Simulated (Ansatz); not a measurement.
## Y2C, space group R-3m: a convergence test of the plane-wave cutoff, step by step

Program: Ansatz's Python interface.

Input file `y2c.xyz`:
```text
3
Lattice="1.812415 1.04639829 5.988 -1.812415 1.04639829 5.988 0.0 -2.09279658 5.988" Properties=species:S:1:pos:R:3 pbc="T T T"
Y     0.00000000   -0.00000000    4.63345452
Y     0.00000000   -0.00000000   13.33054548
C     0.00000000    0.00000000    0.00000000
```

The cells in order, each with its output:

```python
import ansatz as az
```

```python
crystal = az.Crystal.from_extxyz("y2c.xyz")
```

```python
len(crystal.resolved().sites)
```

    3

```python
base = (
    crystal.calculation()
    .functional("pbesol")
    .kpoints(10, 10, 10)
    .occupations(az.OccupationsMethod.FERMI_DIRAC)
    .stress()
)
```

```python
rows = []
for value in [300, 400, 500, 600, 700, 800]:
    rep = base.basis(value).run(threads=1, backend="cpu").report
    rows.append((value, rep["free_energy_ev"] / len(rep["lattice"]["sites"]), rep["n_iterations"], sum(rep["stress_gpa"][i][i] for i in range(3)) / 3, rep["n_pw"]))
```

    DeckWarning: basis.ecutwfc = 300 eV is below the records' recommended 420 eV, and the density's cutoff is lower with it unless basis.ecutrho_ratio is high enough to keep the records' density cutoff: compare with a run at a higher cutoff
    DeckWarning: basis.ecutwfc = 400 eV is below the records' recommended 420 eV, and the density's cutoff is lower with it unless basis.ecutrho_ratio is high enough to keep the records' density cutoff: compare with a run at a higher cutoff

```python
print(" cutoff (eV)   F/atom (eV)    iterations       P (GPa)   plane waves")
for row in rows:
    print(f"{str(row[0]):>12s}  {row[1]:12.5f}  {row[2]:12d}  {row[3]:12.3f}  {row[4]:12d}")
```

     cutoff (eV)   F/atom (eV)    iterations       P (GPa)   plane waves
             300   -2612.56405             6        -2.839           803
             400   -2612.60629             6        -2.876          1231
             500   -2612.60827             6        -2.872          1749
             600   -2612.60837             6        -2.872          2303
             700   -2612.60848             6        -2.872          2875
             800   -2612.60852             6        -2.872          3519

```python
# differences from the last row
for row in rows[:-1]:
    shift = 1000 * (row[1] - rows[-1][1])
    print(f"{row[0]}: {shift:+.2f} meV/atom" + ("  (within 5 meV)" if abs(shift) < 5 else ""))
```

    300: +44.47 meV/atom
    400: +2.23 meV/atom  (within 5 meV)
    500: +0.25 meV/atom  (within 5 meV)
    600: +0.14 meV/atom  (within 5 meV)
    700: +0.03 meV/atom  (within 5 meV)

From 400 eV on it stays within 5 meV an atom of the value at 800 eV; the first row (300 eV) is off by 44.5 meV and the last but one by 0.03 meV. The energy falls steadily, as expected when plane waves are added. The pressure moves from -2.84 to -2.87 GPa (the program's stress holds a Pulay correction, so it settles early). The last run costs about 3.5 times the first.

Reading the output:
- Spin is left out of this run.
- The mesh is modest for a metal, so energies can be off by several to tens of meV an atom and pressures by half a GPa or more; differences at equal mesh fare better.
- Pressure is positive in compression.
- The starting cell is as deposited in a crystallographic database; the results hold for this polymorph, which needn't be the stable one.
- Warnings are shown shortened and without file and line.
- Shifts are counted from the last row, which is itself no proven limit.
- Timing: 52 s on 1 thread of Arm Neoverse V2, on a shared host, peak memory 0.62 GiB.
